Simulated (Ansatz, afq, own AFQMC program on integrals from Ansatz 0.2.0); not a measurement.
**Ge₂H₂ (triplet): AFQMC on the coupled-cluster ladder at distance Ge1–Ge2 = 2.632 Å, cc-pVDZ**

Aim: compute Ge₂H₂ (triplet) with auxiliary-field quantum Monte Carlo on the same integrals as coupled cluster, and set the energies side by side.

The runs use Ansatz 0.2.0, Gaussian basis, and an in-house AFQMC program (afq) on its integrals; all values are calculated; cc-pVDZ, frozen cores.

The runs, in order: PBE (unrestricted); r2SCAN (unrestricted); PBE0 (unrestricted); B3LYP (unrestricted); wB97M-V (unrestricted); B2PLYP (unrestricted); CCSD(T) on UHF; CCSDT(Q) on UHF; Phaseless AFQMC, CISD trial on UHF; Phaseless AFQMC, single-determinant trial on UHF.

2 further runs of the same task are left out: 2 that didn't finish.

### Step 1. What is computed

The geometry derives from a PBE0/def2-TZVP stationary point (not a proven minimum). One bond is set to the value named and the two fragments are kept rigid. No spin-orbit coupling is included. The filled d shell of Ge may be among the frozen orbitals whatever the setting's name suggests; the logs give the count.

4 atoms, charge 0, spin multiplicity 3.

Atoms are counted from 1 here; the program's logs count them from 0.

Bond lengths: Ge1–Ge2 2.632 Å, Ge1–H3 1.581 Å, Ge2–H4 1.581 Å. Angles: Ge2–Ge1–H3 103.7°, Ge1–Ge2–H4 103.7°.

### Step 2. PBE (unrestricted)

in.yaml reads:

```yaml
crystal:
  periodic: [false, false, false]
  atoms:
    - {symbol: Ge, position_ang: [0.000000, -0.068340, 1.314224]}
    - {symbol: Ge, position_ang: [0.000000, 0.068340, -1.314224]}
    - {symbol: H, position_ang: [0.000000, 1.446588, 1.766971]}
    - {symbol: H, position_ang: [0.000000, -1.446588, -1.766971]}
basis:
  gaussian: {orbitals: cc-pVDZ}
magnetization: {spin_polarized: true, initial_magnetization: 2}
hamiltonian: {xc: {name: PBE}}
output: {orbitals: {seedname: orbitals}}
```

Launch:

```sh
> ansatz run in.yaml --threads 1 --pin off --events-out ev --progress --plain --max-ram 1382MiB
```

Output:

```text
Functional definition: PBE
  name "PBE"
  cite "Perdew, Burke & Ernzerhof, Phys. Rev. Lett. 77, 3865 (1996) doi:10.1103/PhysRevLett.77.3865"
  parent pbe
  parameter kappa = 0.804
  parameter beta = 0.06672455060314922
  exchange = pbe_x(kappa = kappa, mu = beta*pi^2/3)
  correlation = pbe_c(beta = beta)
742 factors; integrals over basis functions are off by at most 1.2e-3 eV
mean field evaluation 1: about -113047.4317 eV, gradient 9.1e0 eV
mean field evaluation 2: about -113047.7447 eV, gradient 6.0e0 eV
mean field evaluation 4: about -113048.0745 eV, gradient 3.5e-1 eV
mean field evaluation 8: about -113048.0734 eV, gradient 5.0e-2 eV
mean field evaluation 16: about -113046.3003 eV, gradient 2.4e0 eV
mean field -113048.07342520 eV, -4154.4400716398 hartree, gradient 7.2e-6 eV, S^2 2.004160; 0 other end points of the search recorded, 0 dependent functions left out
reference -113048.07345801 eV, -4154.4400728455 hartree; 34, 32 occupied and 30, 32 virtual orbitals, 742 factors
Total energy: -113048.07345801 eV, -4154.4400728455 hartree
```

Run time: 2.8 s. Hardware: 1 thread of Arm Neoverse V1, shared host.

From the report: ⟨S²⟩ of the determinant 2.004 (pure triplet: 2.00).

### Step 3. r2SCAN (unrestricted)

Edit in.yaml of step 2 so:

```diff
@@ -10,3 +10,2 @@
 magnetization: {spin_polarized: true, initial_magnetization: 2}
-hamiltonian: {xc: {name: PBE}}
-output: {orbitals: {seedname: orbitals}}
+hamiltonian: {xc: {name: r2SCAN}}
```

Launched as before.

Output:

```text
Functional definition: r2SCAN
  name "r2SCAN"
  cite "Furness, Kaplan, Ning, Perdew & Sun, J. Phys. Chem. Lett. 11, 8208 (2020) doi:10.1021/acs.jpclett.0c02405"
  cite "Furness, Kaplan, Ning, Perdew & Sun, J. Phys. Chem. Lett. 11, 9248 (2020) doi:10.1021/acs.jpclett.0c03077"
  parent r2scan
  parameter k0 = 0.174
  parameter k1 = 0.065
  parameter a1 = 4.9479
  exchange = r2scan_x(k0 = k0, k1 = k1, a1 = a1)
  correlation = r2scan_c
742 factors; integrals over basis functions are off by at most 1.2e-3 eV
mean field evaluation 1: about -113064.0640 eV, gradient 7.2e0 eV
mean field evaluation 2: about -113064.3436 eV, gradient 4.0e0 eV
mean field evaluation 4: about -113064.4900 eV, gradient 2.9e-1 eV
mean field evaluation 8: about -113064.4903 eV, gradient 4.8e-2 eV
mean field evaluation 16: about -113062.6208 eV, gradient 2.1e0 eV
mean field -113064.49029223 eV, -4155.0433803753 hartree, gradient 2.6e-5 eV, S^2 2.012473; 0 other end points of the search recorded, 0 dependent functions left out
reference -113064.49030306 eV, -4155.0433807732 hartree; 34, 32 occupied and 30, 32 virtual orbitals, 742 factors
Total energy: -113064.49030306 eV, -4155.0433807732 hartree
```

Wall time 7 s (1 thread of Arm Neoverse V1, shared host).

From the report: ⟨S²⟩ of the determinant 2.012 (pure triplet: 2.00).

### Step 4. PBE0 (unrestricted)

Edit in.yaml of step 3 so:

```diff
@@ -10,2 +10,3 @@
 magnetization: {spin_polarized: true, initial_magnetization: 2}
-hamiltonian: {xc: {name: r2SCAN}}
+hamiltonian: {xc: {name: PBE0}}
+output: {orbitals: {seedname: orbitals}}
```

The command is unchanged.

Output:

```text
Functional definition: PBE0
  name "PBE0"
  cite "Adamo & Barone, J. Chem. Phys. 110, 6158 (1999) doi:10.1063/1.478522"
  cite "Perdew, Burke & Ernzerhof, Phys. Rev. Lett. 77, 3865 (1996) doi:10.1103/PhysRevLett.77.3865"
  parent pbe
  parameter a = 0.25
  parameter kappa = 0.804
  parameter beta = 0.06672455060314922
  exchange = (1 - a)*pbe_x(kappa = kappa, mu = beta*pi^2/3) + a*exact_x
  correlation = pbe_c(beta = beta)
742 factors; integrals over basis functions are off by at most 1.2e-3 eV
mean field evaluation 1: about -113050.5299 eV, gradient 6.0e0 eV
mean field evaluation 2: about -113050.7884 eV, gradient 2.5e0 eV
mean field evaluation 4: about -113050.8451 eV, gradient 4.7e-1 eV
mean field evaluation 8: about -113050.8606 eV, gradient 1.2e-2 eV
mean field evaluation 16: about -113050.8606 eV, gradient 1.4e-5 eV
mean field -113050.86063128 eV, -4154.5424995739 hartree, gradient 1.4e-5 eV, S^2 2.010546; 1 other end points of the search recorded, 0 dependent functions left out
reference -113050.86065601 eV, -4154.5425004827 hartree; 34, 32 occupied and 30, 32 virtual orbitals, 742 factors
Total energy: -113050.86065601 eV, -4154.5425004827 hartree
```

It took 4.3 s on 1 thread of Arm Neoverse V1, shared host.

From the report: ⟨S²⟩ of the determinant 2.011 (pure triplet: 2.00).

### Step 5. B3LYP (unrestricted)

Edit in.yaml of step 4 so:

```diff
@@ -10,3 +10,2 @@
 magnetization: {spin_polarized: true, initial_magnetization: 2}
-hamiltonian: {xc: {name: PBE0}}
-output: {orbitals: {seedname: orbitals}}
+hamiltonian: {xc: {name: B3LYP}}
```

Same command.

Output, shortened:

```text
Functional definition: B3LYP
  name "B3LYP"
  cite "Stephens, Devlin, Chabalowski & Frisch, J. Phys. Chem. 98, 11623 (1994) doi:10.1021/j100096a001"
  cite "Becke, Phys. Rev. A 38, 3098 (1988) doi:10.1103/PhysRevA.38.3098"
  cite "Lee, Yang & Parr, Phys. Rev. B 37, 785 (1988) doi:10.1103/PhysRevB.37.785"
  cite "Vosko, Wilk & Nusair, Can. J. Phys. 58, 1200 (1980) doi:10.1139/p80-159"
[...]
742 factors; integrals over basis functions are off by at most 1.2e-3 eV
[...]
mean field -113067.86100320 eV, -4155.1672517188 hartree, gradient 5.1e-5 eV, S^2 2.006313; 1 other end points of the search recorded, 0 dependent functions left out
reference -113067.86122042 eV, -4155.1672597016 hartree; 34, 32 occupied and 30, 32 virtual orbitals, 742 factors
Total energy: -113067.86122042 eV, -4155.1672597016 hartree
```

Wall time 4.4 s (1 thread of Arm Neoverse V1, shared host).

From the report: ⟨S²⟩ of the determinant 2.006 (pure triplet: 2.00).

### Step 6. wB97M-V (unrestricted)

Edit in.yaml of step 5 so:

```diff
@@ -10,2 +10,3 @@
 magnetization: {spin_polarized: true, initial_magnetization: 2}
-hamiltonian: {xc: {name: B3LYP}}
+hamiltonian: {xc: {name: wB97M-V}}
+output: {orbitals: {seedname: orbitals}}
```

Same command.

Output, shortened:

```text
Functional definition: wB97M-V
  name "wB97M-V"
  cite "Mardirossian & Head-Gordon, J. Chem. Phys. 144, 214110 (2016) doi:10.1063/1.4952647"
  cite "Becke, J. Chem. Phys. 107, 8554 (1997) doi:10.1063/1.475007"
  cite "Vydrov & Van Voorhis, J. Chem. Phys. 133, 244103 (2010) doi:10.1063/1.3521275"
  # Of w^i u^j: cxij and so on, Table III.
[...]
  gx(w, u) = 1 - cx + cx01*u + cx10*w
  gss(w, u) = css00 + css04*u^4 + css10*w + css20*w^2 + css43*w^4*u^3
  gos(w, u) = cos00 + cos10*w + (cos20 + cos21*u)*w^2 + (cos60 + cos61*u)*w^6
[...]
      + integral(e_c_pw_mod_opposite_spin*gos(b97_w_opposite, b97_u_opposite)) + vv10(b, c)
742 factors; integrals over basis functions are off by at most 1.2e-3 eV
201 factors; integrals over basis functions are off by at most 3.7e-6 eV
[...]
mean field -113058.57500897 eV, -4154.8259977252 hartree, gradient 1.3e-5 eV, S^2 2.014641; 3 other end points of the search recorded, 0 dependent functions left out
reference -113058.57504287 eV, -4154.8259989708 hartree; 34, 32 occupied and 30, 32 virtual orbitals, 742 factors
Total energy: -113058.57504287 eV, -4154.8259989708 hartree
```

Run time: 20 s. Hardware: 1 thread of Arm Neoverse V1, shared host; peak memory 0.31 GiB.

From the report: ⟨S²⟩ of the determinant 2.015 (pure triplet: 2.00).

### Step 7. B2PLYP (unrestricted)

Edit in.yaml of step 6 so:

```diff
@@ -10,3 +10,3 @@
 magnetization: {spin_polarized: true, initial_magnetization: 2}
-hamiltonian: {xc: {name: wB97M-V}}
-output: {orbitals: {seedname: orbitals}}
+hamiltonian: {xc: {name: B2PLYP}}
+correlation: {electrons: outside_noble_gas}
```

The command is unchanged.

Output, shortened:

```text
Functional definition: B2PLYP
  name "B2PLYP"
  cite "Grimme, J. Chem. Phys. 124, 034108 (2006) doi:10.1063/1.2148954"
  cite "Becke, Phys. Rev. A 38, 3098 (1988) doi:10.1103/PhysRevA.38.3098"
  cite "Lee, Yang & Parr, Phys. Rev. B 37, 785 (1988) doi:10.1103/PhysRevB.37.785"
[...]
742 factors; integrals over basis functions are off by at most 1.2e-3 eV
[...]
mean field -113040.90114674 eV, -4154.1764952679 hartree, gradient 1.0e-6 eV, S^2 2.019084; 2 other end points of the search recorded, 0 dependent functions left out
28 core orbitals not correlated: weight in the atoms' cores, before any rotation towards them, 0.999 or more for the frozen orbitals, at most 0.000 for the correlated occupied ones
reference -113040.90128550 eV, -4154.1765003672 hartree; 6, 4 occupied and 30, 32 virtual orbitals, 742 factors
second order -5.17309302 eV of doubles, -0.00000000 eV of singles
Total energy: -113042.29802061 eV, -4154.2278294360 hartree
```

Run time: 6 s. Hardware: 1 thread of Arm Neoverse V1, shared host.

From the report: ⟨S²⟩ of the determinant 2.019 (pure triplet: 2.00).

### Step 8. CCSD(T) on UHF

Edit in.yaml of step 7 so:

```diff
@@ -10,3 +10,2 @@
 magnetization: {spin_polarized: true, initial_magnetization: 2}
-hamiltonian: {xc: {name: B2PLYP}}
-correlation: {electrons: outside_noble_gas}
+correlation: {method: ccsd_t, electrons: outside_noble_gas, hamiltonian_folder: ham}
```

The command is unchanged.

Output, shortened:

```text
Functional definition: HF
  name "HF"
  cite "Fock, Z. Phys. 61, 126 (1930) doi:10.1007/BF01340294"
  parent pbe
[...]
742 factors; integrals over basis functions are off by at most 1.2e-3 eV
[...]
mean field -112975.36740986 eV, -4151.7681748581 hartree, gradient 1.7e-6 eV, S^2 2.054598; 11 other end points of the search recorded, 0 dependent functions left out
determinant -112975.36740986 eV, -4151.7681748581 hartree, with singles and doubles -112980.34182126 eV, -4151.9509811050 hartree
determinant -112973.96494714 eV, -4151.7166353035 hartree, with singles and doubles -112978.80913752 eV, -4151.8946560165 hartree
determinant -112973.12003060 eV, -4151.6855851935 hartree, with singles and doubles -112978.43768610 eV, -4151.8810054285 hartree
determinant -112972.81067371 eV, -4151.6742165374 hartree, with singles and doubles -112978.22816373 eV, -4151.8733056235 hartree
determinant -112972.16041263 eV, -4151.6503198836 hartree, with singles and doubles -112978.06877536 eV, -4151.8674482088 hartree
28 core orbitals not correlated: weight in the atoms' cores, before any rotation towards them, 1.000 or more for the frozen orbitals, at most 0.000 for the correlated occupied ones
reference -112975.36740986 eV, -4151.7681748581 hartree; 6, 4 occupied and 30, 32 virtual orbitals, 742 factors
second order -3.91912767 eV of doubles, -0.00000000 eV of singles
cycle   1  -4.97412645 eV  change    2.8e-4 eV  update   1.2e-3
[...]
cycle   7  -4.97432378 eV  change   -3.5e-6 eV  update   3.5e-6
perturbative correction -0.19658860 eV, -0.0072244978 hartree
Total energy: -112980.53832224 eV, -4151.9582023831 hartree
```

Wall time 13 s (1 thread of Arm Neoverse V1, shared host).

From the report: ⟨S²⟩ of the determinant 2.055 (pure triplet: 2.00); correlation -5.1709 eV; T1 0.026; largest double amplitude 0.12.

This run also writes the integrals to the folder ham.

### Step 9. CCSDT(Q) on UHF

Edit in.yaml of step 8 so:

```diff
@@ -10,2 +10,2 @@
 magnetization: {spin_polarized: true, initial_magnetization: 2}
-correlation: {method: ccsd_t, electrons: outside_noble_gas, hamiltonian_folder: ham}
+correlation: {method: ccsdt_q, electrons: outside_noble_gas}
```

Same command.

Output, shortened:

```text
Functional definition: HF
  name "HF"
  cite "Fock, Z. Phys. 61, 126 (1930) doi:10.1007/BF01340294"
  parent pbe
[...]
1283 factors; integrals over basis functions are off by at most 1.2e-7 eV
[...]
mean field -112975.36751480 eV, -4151.7681787145 hartree, gradient 3.3e-6 eV, S^2 2.054598; 11 other end points of the search recorded, 0 dependent functions left out
determinant -112975.36751480 eV, -4151.7681787145 hartree, with singles and doubles -112980.34192400 eV, -4151.9509848808 hartree
determinant -112973.96505807 eV, -4151.7166393804 hartree, with singles and doubles -112978.80924771 eV, -4151.8946600661 hartree
determinant -112973.12013101 eV, -4151.6855888834 hartree, with singles and doubles -112978.43780338 eV, -4151.8810097387 hartree
determinant -112972.81076508 eV, -4151.6742198952 hartree, with singles and doubles -112978.22825828 eV, -4151.8733090983 hartree
determinant -112972.16051021 eV, -4151.6503234694 hartree, with singles and doubles -112978.06887679 eV, -4151.8674519363 hartree
28 core orbitals not correlated: weight in the atoms' cores, before any rotation towards them, 1.000 or more for the frozen orbitals, at most 0.000 for the correlated occupied ones
reference -112975.36751480 eV, -4151.7681787145 hartree; 6, 4 occupied and 30, 32 virtual orbitals, 1283 factors
second order -3.91914919 eV of doubles, -0.00000000 eV of singles
cycle   1  -4.62459603 eV  change   -7.1e-1 eV  update   9.6e-2
[...]
cycle  17  -5.22309547 eV  change   -1.4e-7 eV  update   6.4e-7
perturbative correction -0.01455856 eV, -0.0005350171 hartree
Total energy: -112980.60516883 eV, -4151.9606589497 hartree
```

It took 29 s on 1 thread of Arm Neoverse V1, shared host; peak memory 0.29 GiB.

From the report: ⟨S²⟩ of the determinant 2.055 (pure triplet: 2.00); correlation -5.2377 eV; T1 0.029; largest double amplitude 0.17.

### Step 10. Phaseless AFQMC, CISD trial on UHF

It reads the integrals that the CCSD(T) run on this determinant wrote.

Launch:

```sh
> afq ham --method phaseless --trial cisd --walkers 60 --populations 1 --least-time 40 --time-step 0.005 --steps-per-block 50 --equilibration-blocks 28 --max-blocks 300 --target-error 0.00038 --factor-cut 1e-05 --start spin_pure --seed 8961 --release-times 0.24,0.51,0.99,1.62,2.4 --release-step 0.03 --release-every 4 --taylor-order 6
```

Output:

```text
orbitals 36  electrons 6 4  factors 288 of 742
reference energy -4151.76817486 Eh
CCSD correlation -0.18280289 Eh in 12 cycles, weight of the determinant in the CISD state 0.8494
energy of the start -4151.949074 Eh
 block  time / (1/Eh)  mean weight  energy / Eh
     1     0.250  0.9990  -4151.947141
     2     0.500  1.0010  -4151.947563
     3     0.750  0.9995  -4151.949838
     4     1.000  1.0008  -4151.950887
     5     1.250  0.9975  -4151.952656
     6     1.500  1.0002  -4151.953696
     7     1.750  1.0006  -4151.952615
     8     2.000  0.9996  -4151.955668
     9     2.250  0.9985  -4151.955596
    10     2.500  0.9984  -4151.956972
    17     4.250  0.9997  -4151.957072
    25     6.250  0.9994  -4151.961775
    33     8.250  0.9989  -4151.959229
    41    10.250  0.9999  -4151.960334
    49    12.250  1.0004  -4151.955809
    57    14.250  0.9994  -4151.956925
    65    16.250  1.0000  -4151.957927
    73    18.250  1.0010  -4151.959909
    81    20.250  1.0001  -4151.955306
    89    22.250  1.0003  -4151.960718
    97    24.250  1.0008  -4151.961494
   105    26.250  0.9963  -4151.959051
   113    28.250  0.9999  -4151.973277
   121    30.250  1.0010  -4151.960460
   129    32.250  1.0021  -4151.958307
   137    34.250  0.9999  -4151.958093
   145    36.250  0.9978  -4151.964848
   153    38.250  1.0024  -4151.964598
   161    40.250  0.9985  -4151.956154
   169    42.250  1.0004  -4151.958039
   177    44.250  0.9988  -4151.961015
   185    46.250  0.9977  -4151.958288
   193    48.250  1.0023  -4151.959295
   201    50.250  0.9997  -4151.952245
   209    52.250  0.9989  -4151.958238
   217    54.250  1.0006  -4151.952633
   225    56.250  0.9993  -4151.960120
   233    58.250  0.9992  -4151.965679
   241    60.250  1.0012  -4151.959876
   249    62.250  0.9996  -4151.965384
   257    64.250  0.9996  -4151.957992
   265    66.250  0.9987  -4151.959566
   273    68.250  1.0003  -4151.957940
   281    70.250  1.0004  -4151.971118
   289    72.250  1.0000  -4151.965807
   297    74.250  0.9986  -4151.963366
   305    76.250  0.9996  -4151.955380
   313    78.250  0.9995  -4151.952971
   321    80.250  0.9995  -4151.955112
blocks merged  error / Eh  count
     1  0.000237  300
     2  0.000307  150
     4  0.000387  75
     8  0.000492  37
    16  0.000589  18
    32  0.000686  9
released: time / (1/Eh)  energy / Eh  error  mean overlap
  0.24  -4151.959761  0.000635  0.9991
  0.51  -4151.960067  0.000543  0.9966
  0.99  -4151.959981  0.000379  0.9962
  1.62  -4151.959978  0.000440  0.9937
  2.40  -4151.960349  0.000520  0.9943
energy -4151.959435 +/- 0.000589 Eh
```

Wall time 9 min (1 thread of Arm Neoverse V1, shared host).

Energy -112980.5719 ± 0.0160 eV. Caveats: constraint bias not in the error; error above the target.

### Step 11. Phaseless AFQMC, single-determinant trial on UHF

It reads the integrals that the CCSD(T) run on this determinant wrote.

Launch:

```sh
> afq ham --method phaseless --trial hf --walkers 120 --populations 1 --least-time 40 --time-step 0.005 --steps-per-block 20 --equilibration-blocks 112 --max-blocks 600 --target-error 0.00114 --factor-cut 1e-05 --start spin_pure --seed 4391 --taylor-order 6
```

Output:

```text
orbitals 36  electrons 6 4  factors 288 of 742
reference energy -4151.76817486 Eh
CCSD correlation -0.18280289 Eh in 12 cycles, weight of the determinant in the CISD state 0.8494
energy of the start -4151.768895 Eh
 block  time / (1/Eh)  mean weight  energy / Eh
     1     0.100  1.0004  -4151.794782
     2     0.200  1.0002  -4151.815005
     3     0.300  1.0012  -4151.829552
     4     0.400  0.9996  -4151.846769
     5     0.500  1.0009  -4151.857434
     6     0.600  1.0008  -4151.869236
     7     0.700  1.0007  -4151.877913
     8     0.800  1.0010  -4151.888884
     9     0.900  1.0012  -4151.898630
    10     1.000  1.0000  -4151.912017
    18     1.800  0.9999  -4151.922864
    35     3.500  1.0000  -4151.946220
    52     5.200  0.9994  -4151.956094
    69     6.900  0.9998  -4151.935144
    86     8.600  0.9989  -4151.965813
   103    10.300  0.9996  -4151.950132
   120    12.000  0.9991  -4151.944553
   137    13.700  1.0004  -4151.951691
   154    15.400  1.0008  -4151.949206
   171    17.100  0.9982  -4151.953641
   188    18.800  0.9995  -4151.942074
   205    20.500  0.9987  -4151.953797
   222    22.200  0.9999  -4151.948299
   239    23.900  0.9987  -4151.970203
   256    25.600  0.9939  -4151.986573
   273    27.300  0.9994  -4151.936353
   290    29.000  1.0004  -4151.947989
   307    30.700  1.0003  -4151.960511
   324    32.400  1.0003  -4151.982000
   341    34.100  0.9998  -4151.955365
   358    35.800  1.0005  -4151.948731
   375    37.500  0.9998  -4151.949556
   392    39.200  1.0001  -4151.948122
   409    40.900  1.0011  -4151.949470
   426    42.600  0.9994  -4151.944575
   443    44.300  1.0007  -4151.965344
   460    46.000  1.0002  -4151.957929
   477    47.700  0.9999  -4151.970424
   494    49.400  0.9989  -4151.948757
   511    51.100  1.0001  -4151.963165
   528    52.800  0.9989  -4151.958131
   545    54.500  0.9999  -4151.957079
   562    56.200  0.9990  -4151.963168
   579    57.900  1.0007  -4151.973771
   596    59.600  1.0008  -4151.944319
   613    61.300  1.0011  -4151.966849
   630    63.000  1.0001  -4151.943752
   647    64.700  0.9995  -4151.956200
   664    66.400  1.0002  -4151.938943
   681    68.100  1.0005  -4151.953731
   698    69.800  1.0001  -4151.952676
blocks merged  error / Eh  count
     1  0.000452  600
     2  0.000607  300
     4  0.000813  150
     8  0.001029  75
    16  0.001318  37
    32  0.001734  18
    64  0.001806  9
energy -4151.952957 +/- 0.001734 Eh
```

It took 4.1 min on 1 thread of Arm Neoverse V1, shared host.

Energy -112980.3956 ± 0.0472 eV. The run doesn't count as converged. Caveats: constraint bias not in the error; error not settled; error above the target.

### Step 12. AFQMC on the ladder

On the UHF determinant, counted from CCSDT(Q) (a yardstick, not exact):

```tsv
level	energy (eV)	from CCSDT(Q) (kJ/mol)	statistical error (kJ/mol)	time
HF	-112975.3674	+505.4		
MP2	-112979.2865	+127.2		
CCSD	-112980.3417	+25.4		
CCSD(T)	-112980.5383	+6.4		
CCSDT(Q)	-112980.6052	0.0		
Phaseless AFQMC, CISD trial, step 0.005, 60 walkers	-112980.5719	+3.2	1.5	9 min
```

The functionals' totals stand on their own zeros and serve differences with other points: PBE -113048.073 eV; r2SCAN -113064.490 eV; PBE0 -113050.861 eV; B3LYP -113067.861 eV; wB97M-V -113058.575 eV; B2PLYP -113042.298 eV.

### Step 13. Outcome

```
                                        quantity              value
                    CCSD(T) on UHF from CCSDT(Q)        +6.4 kJ/mol
Phaseless AFQMC, CISD trial on UHF from CCSDT(Q)  +3.2 ± 1.5 kJ/mol
```

What this shows: On UHF the phaseless walk with the CISD trial lies +3.2 kJ/mol from CCSDT(Q), within three error bars. Error bars are statistical and leave out the constraint, the time step and what remains of the start.
